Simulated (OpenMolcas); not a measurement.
# CH4AlIn (SMILES [CH2]1[AlH][InH]1): a chain of runs

We compute a single-point energy (HF/ANO-RCC-MB), then a single-point energy (CASSCF(2,2)/ANO-RCC-VDZP), then the energy along one coordinate (CASPT2(2,2)/ANO-RCC-VDZP), then the energy along one coordinate (SC-NEVPT2(2,2)/ANO-RCC-VDZP), then the energy along one coordinate (MC-PDFT[tPBE](2,2)/ANO-RCC-VDZP) of CH4AlIn. 

The results are computed with OpenMolcas 26.06.

## (1) The molecule

CH4AlIn: 7 atoms, total charge 0, spin state singlet. As SMILES, `[CH2]1[AlH][InH]1`. Geometry: relaxed at PBE0-D4/def2-TZVP.

Bond lengths: C1–Al2 1.874 Å, Al2–In3 2.543 Å, C1–H4 1.102 Å, C1–H5 1.092 Å, Al2–H6 1.584 Å, In3–H7 1.731 Å. Angles: C1–Al2–In3 65.0°, C1–Al2–H6 138.7°, In3–Al2–H6 138.8°, Al2–C1–H4 120.2°, Al2–C1–H5 127.0°, Al2–In3–H7 161.6°, H4–C1–H5 107.9°.

## (2) The energy at HF/ANO-RCC-MB (DKH2) (run 1)

Contents of input.xyz:

```xyz
7

C     -0.613000     0.132400    -0.657400
Al    -0.455200     0.915100     1.037900
In     1.229300    -0.924400     0.544100
H     -0.896900    -0.927600    -0.754800
H     -0.866200     0.635300    -1.593000
H     -0.487600     2.358400     1.689000
H      2.089500    -2.189200    -0.265800
```

Contents of step1.inp:

```
&gateway
coord=input.xyz
basis=ANO-RCC-MB
group=NoSym
&seward
&scf
prorbitals=0
&localisation
occupied
freeze
pipek-mezey
&localisation
fileorb=$Project.LocOrb
virtual
pipek-mezey
```

Run with:

```bash
$ export MOLCAS_MEM=1860
$ pymolcas step1.inp > step1.log
```

Output:

```text
--- Start Module: gateway ---
[...]
--- Stop Module: gateway /rc=_RC_ALL_IS_WELL_ ---
[...]
      Basis functions           45
[...]
       Convergence after  11 Iterations
[...]
::    Total SCF energy                              -6159.4515781865
[...]
      Total spin, S                                     0.0000000000
[...]
      Total electronic charge=   72.000000
      Total            charge=   -0.000000
[...]
      Dipole Moment (debye):
      Origin of the operator (angstrom)=    0.7691   -0.5070    0.5174
                   X=  1.7872E-01               Y= -4.2243E-01               Z=  2.6166E-01           Total=  5.2807E-01
      Quadrupole Moment (debye*angstrom):
[...]
--- Start Module: localisation ---
[...]
--- Stop Module: localisation /rc=_RC_ALL_IS_WELL_ ---
--- Start Module: localisation ---
[...]
--- Stop Module: localisation /rc=_RC_ALL_IS_WELL_ ---
[...]
```

Run time: 11 s. Hardware: 1 thread of Intel Xeon Platinum 8259CL at 2.50GHz (Skylake/Cascade Lake), shared host; peak memory 0.41 GiB.

## (3) A single-point energy at CASSCF(2,2)/ANO-RCC-VDZP (DKH2, RICD fitting) (run 2)

input.xyz is that of step 2.

Contents of step2.input:

```
* CH4AlIn CASSCF
&GATEWAY
Coord
input.xyz
Basis
ANO-RCC-MB
Group
NoSym
&SEWARD
&RASSCF
FileOrb
$CurrDir/step1.LocOrb
Alter
2
1 33 36
1 37 42
Spin
1
Nactel
2 0 0
Inactive
35
Ras2
2
OrbListing
Nothing
>>> COPY $Project.RunFile RUNFIL1
>>> COPY $Project.RasOrb INPORB
&GATEWAY
Coord
input.xyz
Basis
ANO-RCC-VDZP
Group
NoSym
RICD
&SEWARD
>>> COPY $Project.RunFile RUNFIL2
&EXPBAS
&RASSCF
FileOrb
$Project.ExpOrb
Spin
1
Nactel
2 0 0
Inactive
35
Ras2
2
OrbListing
Nothing
```

Run with:

```bash
$ export MOLCAS_MEM=1860
$ pymolcas step2.input > step2.log
```

Output:

```text
--- Start Module: gateway ---
[...]
      Basis functions           45
[...]
      Number of active orbitals                  2
[...]
      Spin quantum number                      0.0
[...]
      Active orbitals                            2
[...]
      Number of CSFs                             3
[...]
      Number of root(s) required                 1
[...]
      Convergence after 10 iterations
[...]
      printout of CI-coefficients larger than  0.05 for root  1
      energy=   -6159.468111
      conf/sym  11     Coeff  Weight
             1  20   0.99080 0.98169
             3  02  -0.13532 0.01831
      Natural orbitals and occupation numbers for root  1
      sym 1:   1.963378   0.036622
      ************************************************************************************************************************
      *                                                    Final results                                                     *
[...]
::    RASSCF root number  1 Total energy:  -6159.46811067
[...]
      Basis functions           95
[...]
      Convergence after 15 iterations
[...]
      Natural orbitals and occupation numbers for root  1
      sym 1:   1.967555   0.032445
      ************************************************************************************************************************
      *                                                    Final results                                                     *
[...]
::    RASSCF root number  1 Total energy:  -6159.58566557
[...]
      Total electronic charge=   72.000000
      Total            charge=   -0.000000
[...]
      Dipole Moment (debye):
      Origin of the operator (angstrom)=    0.7691   -0.5070    0.5174
                   X=  6.9596E-01               Y= -4.2318E-01               Z=  5.6277E-01           Total=  9.9003E-01
      Quadrupole Moment (debye*angstrom):
[...]
```

Run time: 39 s. Hardware: 1 thread of Intel Xeon Platinum 8259CL at 2.50GHz (Skylake/Cascade Lake), shared host; peak memory 0.41 GiB.

## (4) The energy along one coordinate at CASPT2(2,2)/ANO-RCC-VDZP (DKH2, RICD fitting, ipea shift 0.25 Eh, pt2 variant SS) (run 3)

Contents of step3.inp:

```
>>> EXPORT MOLCAS_PRINT=2
>>> COPY $CurrDir/step2.RasOrb $Project.RasOrb
>>> ForEach K in (1, 2, 3, 4, 5, 6, 7, 8, 9)

&GATEWAY
  COORD
  $CurrDir/point$K.xyz
  BASIS
  ANO-RCC-VDZP
  GROUP
  NoSym
  RICD

&SEWARD

&RASSCF
  FILEORB
  $Project.RasOrb
  SPIN
  1
  NACTEL
  2 0 0
  INACTIVE
  35
  RAS2
  2
  ORBLISTING
  Nothing

&CASPT2
  IMAGINARY
  0.2
  FROZEN
  24
>>> EndDo
```

Run with:

```bash
$ export MOLCAS_MEM=1860
$ pymolcas step3.inp > step3.log
```

Output:

```text
[...]
      Basis functions           95
[...]
      Number of active orbitals                  2
[...]
      Spin quantum number                      0.0
[...]
      Active orbitals                            2
[...]
      Number of CSFs                             3
[...]
      Number of root(s) required                 1
[...]
      Convergence after 12 iterations
[...]
      printout of CI-coefficients larger than  0.05 for root  1
      energy=   -6159.575369
      conf/sym  11     Coeff  Weight
             1  20   0.99403 0.98809
             3  02  -0.10912 0.01191
      Natural orbitals and occupation numbers for root  1
      sym 1:   1.976184   0.023816
      ************************************************************************************************************************
      *                                                    Final results                                                     *
[...]
::    RASSCF root number  1 Total energy:  -6159.57536931
[...]
::    CASPT2 Root  1     Total energy:  -6160.18565508
[...]
      Convergence after 11 iterations
[...]
      Natural orbitals and occupation numbers for root  1
      sym 1:   1.967540   0.032460
      ************************************************************************************************************************
      *                                                    Final results                                                     *
[...]
      Convergence after 15 iterations
[...]
      Convergence after 18 iterations
[...]
      Convergence after 18 iterations
[...]
::    RASSCF root number  1 Total energy:  -6159.49649117
[...]
::    CASPT2 Root  1     Total energy:  -6160.10534810
[...]
      Convergence after 16 iterations
[...]
::    RASSCF root number  1 Total energy:  -6159.49494469
[...]
      Reference weight:           0.83803
[...]
::    CASPT2 Root  1     Total energy:  -6160.10350480
[...]
```

It took 4.4 min on 1 thread of Intel Xeon Platinum 8259CL at 2.50GHz (Skylake/Cascade Lake), shared host; peak memory 0.37 GiB.

The scan, from its lowest point:

| H7–In3 (Å) | energy (kJ/mol) |
| --- | --- |
| 1.558 | 20.0 |
| 1.731 | 0.0 |
| 1.904 | 13.4 |
| 2.163 | 57.5 |
| 2.510 | 121.7 |
| 2.942 | 181.3 |
| 3.462 | 216.8 |
| 4.154 | 230.8 |
| 5.192 | 235.7 |

## (5) The energy along one coordinate at SC-NEVPT2(2,2)/ANO-RCC-VDZP (DKH2, RICD fitting, pt2 variant SC-NEVPT2) (run 4)

Contents of step4.input:

```
* CH4AlIn NEVPT2
>>> COPY $CurrDir/step2.RasOrb $Project.RasOrb
>>> ForEach K in (1, 2, 3, 4, 5, 6, 7, 8, 9)

&GATEWAY
  COORD=$CurrDir/point$K.xyz
  BASIS=ANO-RCC-VDZP
  GROUP=NoSym
  RICD

&SEWARD

&RASSCF
  FILEORB=$Project.RasOrb
  SPIN=1
  NACTEL=2 0 0
  INACTIVE=35
  RAS2=2
  ORBLISTING=Nothing

&CASPT2
  SC-NEVPT2
  FROZEN=24
>>> EndDo
```

Run with:

```bash
$ export MOLCAS_MEM=1860
$ pymolcas step4.input > step4.log
```

Output:

```text
--- Start Module: gateway ---
[...]
      Basis functions           95
[...]
      Number of active orbitals                  2
[...]
      Spin quantum number                      0.0
[...]
      Active orbitals                            2
[...]
      Number of CSFs                             3
[...]
      Number of root(s) required                 1
[...]
      Convergence after 12 iterations
[...]
      printout of CI-coefficients larger than  0.05 for root  1
      energy=   -6159.575369
      conf/sym  11     Coeff  Weight
             1  20   0.99403 0.98809
             3  02  -0.10912 0.01191
      Natural orbitals and occupation numbers for root  1
      sym 1:   1.976184   0.023816
      ************************************************************************************************************************
      *                                                    Final results                                                     *
[...]
::    RASSCF root number  1 Total energy:  -6159.57536931
[...]
::    SC-NEVPT2 Root  1     Total energy:  -6160.18098596
[...]
      Convergence after 11 iterations
[...]
      Natural orbitals and occupation numbers for root  1
      sym 1:   1.967540   0.032460
      ************************************************************************************************************************
      *                                                    Final results                                                     *
[...]
      Convergence after 15 iterations
[...]
      Convergence after 18 iterations
[...]
      Convergence after 18 iterations
[...]
::    RASSCF root number  1 Total energy:  -6159.49649117
[...]
::    SC-NEVPT2 Root  1     Total energy:  -6160.10627627
[...]
      Convergence after 16 iterations
[...]
::    RASSCF root number  1 Total energy:  -6159.49494469
[...]
::    SC-NEVPT2 Root  1     Total energy:  -6160.10486868
[...]
```

It took 4.6 min on 1 thread of Intel Xeon Platinum 8259CL at 2.50GHz (Skylake/Cascade Lake), shared host; peak memory 0.37 GiB.

The scan, from its lowest point:

| H7–In3 (Å) | energy (kJ/mol) |
| --- | --- |
| 1.558 | 21.1 |
| 1.731 | 0.0 |
| 1.904 | 12.5 |
| 2.163 | 55.3 |
| 2.510 | 117.7 |
| 2.942 | 174.2 |
| 3.462 | 205.7 |
| 4.154 | 217.2 |
| 5.192 | 220.9 |

## (6) The energy along one coordinate at MC-PDFT[tPBE](2,2)/ANO-RCC-VDZP (DKH2, RICD fitting) (run 5)

Contents of step5.input:

```
* CH4AlIn MC-PDFT
>>> EXPORT MOLCAS_PRINT=2
>>> COPY $CurrDir/step2.RasOrb $Project.RasOrb
>>> ForEach K in (1, 2, 3, 4, 5, 6, 7, 8, 9)
&GATEWAY
Coord=$CurrDir/point$K.xyz
Basis=ANO-RCC-VDZP
Group=NoSym
RICD
&SEWARD
&RASSCF
FileOrb=$Project.RasOrb
Spin=1
Nactel=2 0 0
Inactive=35
Ras2=2
OrbListing=Nothing
&MCPDFT
KSDFT=T:PBE
>>> EndDo
```

Run with:

```bash
$ export MOLCAS_MEM=1860
$ pymolcas step5.input > step5.log
```

Output:

```text
--- Start Module: gateway ---
[...]
      Basis functions           95
[...]
      Number of active orbitals                  2
[...]
      Spin quantum number                      0.0
[...]
      Active orbitals                            2
[...]
      Number of CSFs                             3
[...]
      Number of root(s) required                 1
[...]
      Convergence after 12 iterations
[...]
      printout of CI-coefficients larger than  0.05 for root  1
      energy=   -6159.575369
      conf/sym  11     Coeff  Weight
             1  20   0.99403 0.98809
             3  02  -0.10912 0.01191
      Natural orbitals and occupation numbers for root  1
      sym 1:   1.976184   0.023816
      ************************************************************************************************************************
      *                                                    Final results                                                     *
[...]
::    RASSCF root number  1 Total energy:  -6159.57536931
[...]
::    MCPDFT root number  1 Total energy:  -6162.48868551
[...]
      Convergence after 11 iterations
[...]
      Natural orbitals and occupation numbers for root  1
      sym 1:   1.967540   0.032460
      ************************************************************************************************************************
      *                                                    Final results                                                     *
[...]
      Convergence after 15 iterations
[...]
      Convergence after 18 iterations
[...]
      Convergence after 18 iterations
[...]
::    RASSCF root number  1 Total energy:  -6159.49649117
[...]
::    MCPDFT root number  1 Total energy:  -6162.40531870
[...]
      Convergence after 16 iterations
[...]
::    RASSCF root number  1 Total energy:  -6159.49494469
[...]
::    MCPDFT root number  1 Total energy:  -6162.40440850
[...]
```

Run time: 4.3 min. Hardware: 1 thread of Intel Xeon Platinum 8259CL at 2.50GHz (Skylake/Cascade Lake), shared host; peak memory 0.37 GiB.

The scan, from its lowest point:

| H7–In3 (Å) | energy (kJ/mol) |
| --- | --- |
| 1.558 | 21.4 |
| 1.731 | 0.0 |
| 1.904 | 11.3 |
| 2.163 | 53.1 |
| 2.510 | 117.3 |
| 2.942 | 181.6 |
| 3.462 | 223.9 |
| 4.154 | 240.3 |
| 5.192 | 242.7 |

## (7) Outcome

```
                                                         quantity           value
                               run 1, HF/ANO-RCC-MB: total energy  -6159.45158 Eh
                              run 1, HF/ANO-RCC-MB: dipole moment          0.53 D
                                run 1, HF/ANO-RCC-MB: HOMO energy        -7.83 eV
                                run 1, HF/ANO-RCC-MB: LUMO energy         0.19 eV
                              run 1, HF/ANO-RCC-MB: HOMO–LUMO gap         8.02 eV
                    run 2, CASSCF(2,2)/ANO-RCC-VDZP: total energy  -6159.58567 Eh
  run 2, CASSCF(2,2)/ANO-RCC-VDZP: dipole moment (CASSCF density)          0.99 D
       run 3, CASPT2(2,2)/ANO-RCC-VDZP: lowest energy of the scan  -6160.19327 Eh
    run 4, SC-NEVPT2(2,2)/ANO-RCC-VDZP: lowest energy of the scan  -6160.18901 Eh
run 5, MC-PDFT[tPBE](2,2)/ANO-RCC-VDZP: lowest energy of the scan  -6162.49684 Eh
```

Mulliken charges (run 1, HF/ANO-RCC-MB) run from -0.72 on C1 to +0.47 on Al2. Mulliken charges (run 2, CASSCF(2,2)/ANO-RCC-VDZP) run from -0.35 on C1 to +0.53 on In3; they depend strongly on the basis.
